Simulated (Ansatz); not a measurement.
# FHf: the cost of one run

Program: Ansatz 0.2.0. Level of theory: MP2 on unrestricted Hartree-Fock, Gaussian basis def2-QZVPP, and further levels as typed in the inputs. These are calculated values, not measurements.

## 1. The system as given

Bond lengths: Hf1–F2 1.850 Å.

Coordinates:

```xyz
2

Hf    0.0000    0.0000    0.0000
F     0.0000    0.0000    1.8500
```

## 2. Batch of points: FHf

input.yaml reads:

```yaml
magnetization:
  spin_polarized: true
  initial_magnetization: 1
basis:
  gaussian: { orbitals: def2-QZVPP.json }
hamiltonian:
  xc: hf
correlation:
  method: mp2
batch:
  members: [s0.yaml, s1.yaml, s2.yaml, s3.yaml, s4.yaml, s5.yaml, s6.yaml, s7.yaml, s8.yaml, s9.yaml, s10.yaml]
# s1.yaml, one of 11 members:
crystal:
  periodic: [false, false, false]
  atoms:
    - { symbol: Hf, position_ang: [0.0, 0.0, 0.0] }
    - { symbol: F, position_ang: [0.0, 0.0, 1.71] }
```

What time and memory should one allow on 6 threads of Arm Neoverse N1, shared host?

About 1.8 min, with a peak of 1.2 GiB.
